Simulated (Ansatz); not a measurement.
## C2H3O, SMILES [CH]1CO1: an atomisation energy

Run with Ansatz 0.2.0, Python API.

`run_tae.py`:
```python
"""Energy to split C2H3O into its atoms."""

from collections import Counter

import ansatz as az

BASIS_SET = "STO-3G"
METHOD = "ccsd_t"


def energy(molecule, charge=0, unpaired=0):
    calc = (
        molecule.calculation()
        .basis(gaussian=BASIS_SET)
        .correlation(METHOD)
    )
    if charge:
        calc = calc.charge(charge)
    if unpaired:
        calc = calc.spin("collinear", total=unpaired)
    report = calc.run().report
    if report["published_state_doubts"]:
        print("  doubts:", report["published_state_doubts"])
    return report["free_energy_ev"]

geometry_ang = [
    ("C", [-0.7962, -0.2952, -0.2261]),
    ("C", [0.3596, 0.3234, 0.3014]),
    ("O", [0.0526, -1.0688, 0.3514]),
    ("H", [-0.9228, -0.6202, -1.2439]),
    ("H", [1.0973, 0.6672, -0.4303]),
    ("H", [0.2515, 0.9297, 1.2012]),
]
molecule = az.Crystal.molecule()
for symbol, xyz in geometry_ang:
    molecule = molecule.atom(symbol, xyz)

# unpaired electrons of the ground-state atoms
unpaired = {"C": 2, "O": 2, "H": 1}
counts = Counter(site.symbol for site in molecule.cartesian_sites)
atom_energy = {s: energy(az.Crystal.molecule().atom(s, (0, 0, 0)), 0, unpaired[s]) for s in counts}
whole = energy(molecule, 0, 1)
for s, e in atom_energy.items():
    print(f"{s:2s} x{counts[s]}  {e:14.5f} eV")
print(f"C2H3O: {whole:.5f} eV")
split = sum(counts[s] * e for s, e in atom_energy.items()) - whole
print(f"atomisation energy (no zero-point term): {split:.3f} eV, {split / sum(counts.values()):.3f} eV an atom")
```

Output of `python run_tae.py`:
```text
C  x2     -1012.77027 eV
O  x1     -2008.31324 eV
H  x3       -12.69634 eV
C2H3O: -4093.32786 eV
atomisation energy (no zero-point term): 21.385 eV, 3.564 eV an atom
```

21.385 eV from the electronic energies, without the zero-point term.

Reading the output:
- The settings weren't tested for convergence.
- The geometry is a force-field or estimated start, not a minimum of this method, and the basis set is short of its limit. All parts are taken at fixed geometry, without zero-point energy.
- The species is open-shell (spin multiplicity 2).
- It ran for 0.6 s on 1 thread of Arm Neoverse V2 (shared host), peak memory 0.13 GiB.
